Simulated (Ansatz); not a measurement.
# SiPF3 (triplet): geometry and frequencies at several levels, part 2 of 2

The task, for SiPF3 (triplet): geometry and frequencies at several levels. Spin multiplicity 3.

Ansatz 0.2.0, Gaussian bases. The steps go on from the part before.

## (9) Relaxation, PBE-D4/def2-SVP

input.yaml

```yaml
crystal:
  periodic: [false, false, false]
  atoms:
    - { symbol: F, position_ang: [-1.00303724, 1.43955345, -0.13359818] }
    - { symbol: Si, position_ang: [-0.30828257, -0.02017709, -0.00976288] }
    - { symbol: F, position_ang: [-0.90785051, -0.72093314, 1.32375858] }
    - { symbol: F, position_ang: [-0.81415253, -0.89688618, -1.27637293] }
    - { symbol: P, position_ang: [1.93084286, 0.12618295, 0.06102541] }
magnetization:
  spin_polarized: true
  initial_magnetization: 2
basis:
  gaussian: { orbitals: def2-SVP }
hamiltonian:
  xc: pbe
  dispersion: d4
relax:
  f_tol: 0.002
  max_steps: 150
```

On the command line:

```
ansatz run input.yaml --threads 2 --pin off --max-ram 5120MiB --backend cpu --events-out ev --progress --plain --runs-dir out
```

Log, shortened:

```text
Warning: RAYON_NUM_THREADS=2 ignored (pool sized by the plan → 2); use --threads N
[...]
Functional definition: PBE
[...]
847 factors; their error is unknown
[...]
mean field -25292.46047926 eV, -929.4807787673 hartree, gradient 2.8e-5 eV, S^2 2.004897; 0 other end points of the search recorded, 0 dependent functions left out
[...]
reference -25292.46050457 eV, -929.4807796973 hartree; 29, 27 occupied and 49, 51 virtual orbitals, 847 factors
relax step   1: F+E_penalty+E_count = -25292.59395092 eV  Δ(F+E_penalty+E_count) = +0.000e0 eV  max|allowed force component| = 2.081e-2 eV/Å  Δτ_max = 0.0000 Å  (26 SCF iters, accepted)
[...]
relax step   2: F+E_penalty+E_count = -25292.59397671 eV  Δ(F+E_penalty+E_count) = -2.579e-5 eV  max|allowed force component| = 7.796e-3 eV/Å  Δτ_max = 0.0008 Å  (20 SCF iters, accepted)
[...]
relax step   3: F+E_penalty+E_count = -25292.59398046 eV  Δ(F+E_penalty+E_count) = -3.745e-6 eV  max|allowed force component| = 2.116e-4 eV/Å  Δτ_max = 0.0004 Å  (19 SCF iters, accepted)
847 factors; their error is unknown
[...]
mean field -25292.46049809 eV, -929.4807794595 hartree, gradient 2.2e-5 eV, S^2 2.004899; 1 other end points of the search recorded, 0 dependent functions left out
[...]
reference -25292.46052340 eV, -929.4807803895 hartree; 29, 27 occupied and 49, 51 virtual orbitals, 847 factors
Total energy: -25292.59400577 eV, -929.4856857760 hartree
Atom 0 at    -1.002422     1.440453    -0.133632 Å, force    -0.000029     0.000060     0.000007 eV/Å
Atom 1 at    -0.309463    -0.020257    -0.009803 Å, force     0.000212    -0.000005    -0.000015 eV/Å
Atom 2 at    -0.907183    -0.721262     1.324555 Å, force    -0.000025    -0.000015     0.000059 eV/Å
Atom 3 at    -0.813427    -0.897323    -1.277069 Å, force    -0.000010    -0.000030    -0.000047 eV/Å
Atom 4 at     1.930016     0.126129     0.060998 Å, force    -0.000147    -0.000009    -0.000005 eV/Å
Dipole moment:     0.298070     0.019500     0.009424 e Å
```

Run time: 4.4 s. Hardware: 2 threads of Intel Xeon Platinum 8488C (Sapphire Rapids), shared host; peak memory 0.18 GiB.

Relaxation path:

```csv
step,E - E(step 1) (eV),largest force component (eV/Å)
1,0.0000,0.0208
2,0.0000,0.0078
3,0.0000,0.0002
```

Step 1 is the start.

Before: Bond lengths: F1–Si2 1.621 Å, Si2–F3 1.621 Å, Si2–F4 1.621 Å, Si2–P5 2.245 Å. Angles: F1–Si2–F3 107.1°, F1–Si2–F4 107.1°, F1–Si2–P5 111.8°, F3–Si2–F4 107.1°, F3–Si2–P5 111.8°, F4–Si2–P5 111.8°.

After: Bond lengths: F1–Si2 1.621 Å, Si2–F3 1.621 Å, Si2–F4 1.621 Å, Si2–P5 2.245 Å. Angles: F1–Si2–F3 107.1°, F1–Si2–F4 107.1°, F1–Si2–P5 111.7°, F3–Si2–F4 107.1°, F3–Si2–P5 111.7°, F4–Si2–P5 111.7°.

## (10) Frequencies, PBE-D4/def2-SVP

input.yaml

```yaml
crystal:
  periodic: [false, false, false]
  atoms:
    - { symbol: F, position_ang: [-1.0024223, 1.44045312, -0.13363156] }
    - { symbol: Si, position_ang: [-0.30946284, -0.02025722, -0.00980254] }
    - { symbol: F, position_ang: [-0.90718332, -0.72126215, 1.32455537] }
    - { symbol: F, position_ang: [-0.81342742, -0.89732311, -1.27706933] }
    - { symbol: P, position_ang: [1.93001589, 0.12612935, 0.06099806] }
magnetization:
  spin_polarized: true
  initial_magnetization: 2
basis:
  gaussian: { orbitals: def2-SVP }
hamiltonian:
  xc: pbe
  dispersion: d4
phonons: {}
```

On the command line:

```
ansatz run input.yaml --threads 2 --pin off --max-ram 5120MiB --backend cpu --events-out ev --progress --plain --runs-dir out
```

Log, shortened:

```text
Warning: RAYON_NUM_THREADS=2 ignored (pool sized by the plan → 2); use --threads N
[...]
[... 1 set-up line as earlier in the session ...]
[...]
847 factors; their error is unknown
[...]
mean field -25292.46049809 eV, -929.4807794595 hartree, gradient 2.8e-5 eV, S^2 2.004899; 0 other end points of the search recorded, 0 dependent functions left out
[...]
reference -25292.46052340 eV, -929.4807803895 hartree; 29, 27 occupied and 49, 51 virtual orbitals, 847 factors
[...]
847 factors; their error is unknown
mean field -25292.46042651 eV, -929.4807768289 hartree, gradient 1.4e-6 eV, S^2 2.004899; 0 other end points of the search recorded, 0 dependent functions left out
[...]
reference -25292.46045182 eV, -929.4807777588 hartree; 29, 27 occupied and 49, 51 virtual orbitals, 847 factors
[...]
847 factors; their error is unknown
[...]
847 factors; their error is unknown
[...]
mean field -25292.46044588 eV, -929.4807775407 hartree, gradient 1.7e-6 eV, S^2 2.004893; 0 other end points of the search recorded, 0 dependent functions left out
[...]
reference -25292.46047119 eV, -929.4807784706 hartree; 29, 27 occupied and 49, 51 virtual orbitals, 847 factors
Total energy: -25292.59400577 eV, -929.4856857760 hartree
Atom 0 at    -1.002422     1.440453    -0.133632 Å, force    -0.000029     0.000059    -0.000005 eV/Å
Atom 1 at    -0.309463    -0.020257    -0.009803 Å, force     0.000210    -0.000004     0.000008 eV/Å
Atom 2 at    -0.907183    -0.721262     1.324555 Å, force    -0.000019    -0.000020     0.000055 eV/Å
Atom 3 at    -0.813427    -0.897323    -1.277069 Å, force    -0.000015    -0.000027    -0.000053 eV/Å
Atom 4 at     1.930016     0.126129     0.060998 Å, force    -0.000147    -0.000009    -0.000005 eV/Å
Dipole moment:     0.298070     0.019500     0.009422 e Å
Vibrations: 153.16 153.18 290.16 290.19 296.64 485.60 818.51 940.69 940.73 cm⁻¹, zero-point energy 0.270835 eV
```

Run time: 13 s. Hardware: 2 threads of Intel Xeon Platinum 8488C (Sapphire Rapids), shared host; peak memory 0.15 GiB.

Harmonic frequencies (cm⁻¹; negative: imaginary): 153, 153, 290, 290, 297, 486, 819, 941, 941.

## (11) Geometries side by side

```
          level  F1–Si2 (Å)  Si2–F3 (Å)  Si2–F4 (Å)  rotational constants (MHz)  dipole (D)  highest frequency (cm⁻¹)  CPU time
      HF/STO-3G      1.6084      1.6084      1.6084      4083.9, 2213.7, 2213.7        1.96                      1038     3.5 s
      HF/6-31G*      1.5729      1.5729      1.5729      4145.4, 2266.7, 2266.7        1.16                      1048      12 s
   LDA/def2-SVP      1.6031      1.6031      1.6031      4006.8, 2236.4, 2236.4        1.45                       977     6.9 s
PBE-D4/def2-SVP      1.6215      1.6215      1.6215          3907.1, 2192, 2192        1.44                       941     8.2 s
```

Constants are for the commonest isotopes at the equilibrium geometry; times are CPU times of the relaxations.

## (12) What came out

This closing draws on all 2 parts.

| quantity | value |
| --- | --- |
| F1–Si2 at PBE-D4/def2-SVP | 1.621 Å |
| Si2–F3 at PBE-D4/def2-SVP | 1.621 Å |
| Si2–F4 at PBE-D4/def2-SVP | 1.621 Å |
| frequencies at PBE-D4/def2-SVP | 153 to 941 cm⁻¹ |

The F–Si distance spreads over 0.049 Å, from HF/6-31G* (shortest) to PBE-D4/def2-SVP. No mode is imaginary, so the geometry is a minimum.
